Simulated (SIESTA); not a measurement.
Sn3Se:

```
Sn Se
1.0
     4.74188    0.00000    0.00000
     0.00000    4.74188    0.00000
     0.00000    0.00000    4.74188
Sn Se
3 1
Direct
  0.50000 0.50000 0.00000
  0.50000 0.00000 0.50000
  0.00000 0.50000 0.50000
  0.00000 0.00000 0.00000
```

The cell comes from a database or a generator and needn't be the stable form of this composition.

```yaml
Program: SIESTA 5.4.2
Task: single point
Functional: PBEsol
Potentials_or_basis: PseudoDojo 0.4 standard (PBEsol files)
Basis: DZP (energy shift 0.003 Ry; two zetas on semicore shells)
Grid_cutoff: 500 Ry
Energy_shift: 0.003 Ry
k_mesh: 6 × 6 × 6
Occupations: fermi-dirac, width 0.05 eV
Spin: no spin polarisation
```

On this cell: pressure -1.7 GPa; largest force zero by symmetry; band gap on the k mesh none (metal or under the smearing width).

The same run follows on a disturbed copy (atoms moved at random, drawn with an rms of 0.05 Å):

```
Sn Se
1.0
     4.74188    0.00000    0.00000
     0.00000    4.74188    0.00000
     0.00000    0.00000    4.74188
Sn Se
3 1
Direct
  0.50380 0.50400 0.99810
  0.51121 0.99162 0.49897
  0.00419 0.50945 0.51201
  0.00479 0.99229 0.99972
```

Task: What does the disturbed cell give?

Result: The energy (extrapolated to zero smearing) moves by +2.1 meV/atom; pressure -1.7 GPa; largest force 0.200 eV/Å; band gap on the k mesh none (metal or under the smearing width).

Forces in eV/Å, atoms in the order of the input:
```
Sn  -0.040 -0.132  0.090
Sn  -0.014  0.180 -0.085
Sn   0.041 -0.114 -0.037
Se   0.013  0.066  0.032
```

Caveats: the basis of atomic orbitals isn't converged, which shifts pressures, moduli and gaps.
